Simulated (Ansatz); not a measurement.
Write the native input for Ansatz 0.2.0 that does the following.

| Item | Value |
| --- | --- |
| Task | relaxation of the atoms |
| Functional | PBE |
| Potentials or basis | Ansatz PAW |
| Cutoff | 420 eV (not typed: the program's choice for these potentials) |
| k mesh | 10 × 10 × 8 |
| Occupations | fermi-dirac, width 0.05 eV |
| Spin | no spin polarisation |

Crystal: AgB2.

```
Ag B
1.0
     3.00000    0.00000    0.00000
    -1.50000    2.59808    0.00000
     0.00000    0.00000    3.24000
Ag B
1 2
Direct
  0.00000 0.00000 0.00000
  0.66667 0.33333 0.50000
  0.33333 0.66667 0.50000
```

One way to write it, as run:

input.yaml

```yaml
crystal:
  lattice:
    - [3.0, 0.0, 0.0]
    - [-1.5, 2.5980762114, 0.0]
    - [0.0, 0.0, 3.24]
  atoms:
    - { symbol: Ag, position: [0.0, 0.0, 0.0] }
    - { symbol: B, position: [0.6666666667, 0.3333333333, 0.5] }
    - { symbol: B, position: [0.3333333333, 0.6666666667, 0.5] }
hamiltonian:
  xc: pbe
  pseudopotentials: { kind: paw }
kpoints:
  mp_grid: { grid: [10, 10, 8] }
scf:
  occupations: { method: fermi_dirac, width: 0.05 }
output:
  forces: true
  stress: true
  eigenvalues: true
relax:
  f_tol: 0.01
  max_steps: 40
```

Potentials or basis: Ansatz PAW.

Run with:

```sh
$ ansatz run input.yaml --threads 2 --pin off --max-ram 5632MiB --backend cpu --events-out ev --progress --plain --runs-dir out
```

Results of the run:

```
Pressure after relaxing : 54.1 GPa
Band gap on the k mesh  : none (metal or under the smearing width)
```

Caveat: the relaxation stopped at its first step, so nothing moved; the thresholds are loose for stress.

Run time: 1.1 s on 2 threads of Arm Neoverse V2, on a shared host, peak memory 0.3 GiB.
